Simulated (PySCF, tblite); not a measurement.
**C6H5BF2: geometry, infrared bands and NMR shifts**

Wanted: the infrared bands and NMR shifts of C6H5BF2 (`C#CB(F)C1=CC[C@@H]1F`), by calculation.

The runs use tblite 0.8.0 and PySCF 2.14.0, with density-fitted response routines of our own; the level of theory stands in each step. All values are computed, except where a source is named. Atoms are numbered from 0 throughout.

## (1) Starting geometry

14 atoms, charge 0, multiplicity 1; geometry from: force field or distance geometry start.

Bonds of the start (Å): C0–C1 1.24, C1–B2 1.53, B2–F3 1.48, B2–C4 1.59, C4–C5 1.32, C5–C6 1.47, C6–C7 1.50, C7–F8 1.39, C7–C4 1.46, C0–H9 1.05, C5–H10 1.10, C6–H11 1.12, C6–H12 1.12, C7–H13 1.11.

## (2) Optimising the geometry with GFN2-xTB

Job settings and geometry (Å):

```
{"job": {"kind": "relax", "xc": "GFN2-xTB", "basis": "xTB"}, "charge": 0, "multiplicity": 1}
C      3.399300    -0.064200     0.716100
C      2.312900     0.515400     0.842900
B      0.964800     1.223400     1.002500
F      0.928300     2.697300     0.917000
C     -0.271600     0.396000     0.443200
C     -1.196500     0.606400    -0.479100
C     -1.889100    -0.678100    -0.321500
C     -0.840800    -0.923800     0.725500
F     -1.436100    -0.971900     1.975700
H      4.308800    -0.564200     0.588400
H     -1.398500     1.454900    -1.152500
H     -1.754400    -1.270500    -1.261300
H     -2.942700    -0.625600     0.040100
H     -0.185000    -1.795600     0.500800
```

Command:

```console
$ OMP_NUM_THREADS=1 python probes_run.py task.json out
```

One launch serves the whole session: the jobs run in the order shown.

**Question.** This job is followed by: GFN2-xTB harmonic vibrations, gas phase; GIAO PBE0/pcSseg-1 NMR shielding, non-relativistic, gas phase. Predict these results of the whole session: strongest single infrared mode (GFN2-xTB); zero-point energy (GFN2-xTB); 13C shifts against TMS (PBE0/pcSseg-1); 1H shifts against TMS (PBE0/pcSseg-1); 11B shifts against BF3·OEt2 (PBE0/pcSseg-1); 19F shifts against CFCl3 (PBE0/pcSseg-1).

As calculated:

```
                                   quantity                                      value
  strongest single infrared mode (GFN2-xTB)                      1266 cm⁻¹, 202 km/mol
               zero-point energy (GFN2-xTB)                              58.1 kcal/mol
     13C shifts against TMS (PBE0/pcSseg-1)  172.2, 162.2, 107.4, 91.9, 90.4, 43.6 ppm
      1H shifts against TMS (PBE0/pcSseg-1)           7.63, 5.68, 3.05, 2.93, 2.64 ppm
11B shifts against BF3·OEt2 (PBE0/pcSseg-1)                                   29.7 ppm
   19F shifts against CFCl3 (PBE0/pcSseg-1)                          -47.8, -196.7 ppm
```

What this shows: Over 85 steps the energy fell by 0.961 eV; of the close pairs, B2–F3 changed most, 1.477 to 1.328 Å. All 36 modes are real, so the xTB geometry is a minimum. The strongest single mode, at 1266 cm⁻¹, is spread over several atoms, B2, C4, H13 among them. GFN2-xTB is a fitted tight-binding method: band positions and strengths are rough. Its intensities can rank the bands wrongly. The most deshielded hydrogen is H10 (hydrogen on an alkene CH), at 7.63 ppm: olefinic region. At PBE0/pcSseg-1: The largest span, 453 ppm, is at F3, where the paramagnetic term is -246 ppm.
